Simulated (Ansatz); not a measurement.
# GaAsH₂+ (quartet): the correlation ladder, cc-pVDZ

One table from this session's results is given with a row withheld; the runs are named, their logs left out.

The runs use Ansatz 0.2.0, Gaussian basis; cc-pVDZ, core rule «outside noble gas», up to 28 orbitals frozen.

The runs, in order: UHF; CCSD(T) on ROHF; CCSD(T) on UHF; BCCD(T) on ROHF; CISD as a restricted active space (open shells left free, so some higher excitations enter); CCSDT(Q) on ROHF; CCSDT(Q) on UHF; CCSDTQ on ROHF.

15 further runs of the same task are left out: 11 for a known fault of the program, 4 set aside as unsound or not needed. Runs told in other sessions of the task aren't counted.

## What is computed

The geometry is a PBE0/def2-TZVP stationary point (not a proven minimum) of the parent state, kept for this charge and spin. No spin-orbit coupling is included. The filled d shell of Ga, As may be among the frozen orbitals whatever the setting's name suggests.

4 atoms, charge 1, spin multiplicity 4.

Atoms are counted from 1 here; the program's logs count them from 0.

Bond lengths: Ga1–As2 2.421 Å, Ga1–H3 1.572 Å, Ga1–H4 1.572 Å. Angles: As2–Ga1–H3 119.9°, As2–Ga1–H4 119.9°, H3–Ga1–H4 120.3°.

Coordinates:

```xyz
4
charge 1, multiplicity 4
Ga    0.0000    0.0000    1.2260
As    0.0000    0.0000   -1.1950
H     0.0000    1.3636    2.0091
H     0.0000   -1.3636    2.0091
```

The first run:

Input file in.yaml:

```yaml
crystal:
  periodic: [false, false, false]
  atoms:
    - {symbol: Ga, position_ang: [0.000000, 0.000000, 1.226035]}
    - {symbol: As, position_ang: [0.000000, 0.000000, -1.195022]}
    - {symbol: H, position_ang: [0.000000, 1.363635, 2.009104]}
    - {symbol: H, position_ang: [0.000000, -1.363635, 2.009104]}
basis:
  gaussian: {orbitals: cc-pVDZ}
total_charge: 1
magnetization: {spin_polarized: true, initial_magnetization: 3}
hamiltonian: {xc: hf}
output: {orbitals: {seedname: orbitals}}
```

The run is started by

```
ansatz run in.yaml --threads 1 --pin off --events-out ev --progress --plain --max-ram 4096MiB --backend cpu
```

Among the steps run: UHF; CCSD(T) on ROHF; CCSD(T) on UHF; BCCD(T) on ROHF; CISD as a restricted active space (open shells left free, so some higher excitations enter); CCSDT(Q) on ROHF; CCSDT(Q) on UHF; CCSDTQ on ROHF.

One of the session's tables, all rows but one given; the rest of the session is left out.

| method | from RCCSDTQ (meV) |
| --- | --- |
| ROHF | ? |
| UHF | +4012.2 |
| RMP2 | +982.7 |
| UMP2 | +963.1 |
| RCCSD | +110.0 |
| UCCSD | +92.5 |
| RCCSD(T) | +27.8 |
| UCCSD(T) | +11.1 |
| BCCD(T) | +27.3 |
| RCCSDT | +4.7 |
| UCCSDT | -12.1 |
| RCCSDT(Q) | +0.9 |
| UCCSDT(Q) | -15.9 |
| RCCSDTQ | 0 |

Q: Estimate the row for ROHF from the others.

The run gave: from RCCSDTQ (meV): +4063.4. In the column «from RCCSDTQ (meV)» it is the highest.

To keep in mind: Restricted and unrestricted rows rest on different reference determinants; a gap between their highest levels can come from leftover correlation error, from unlike frozen cores or from another state.
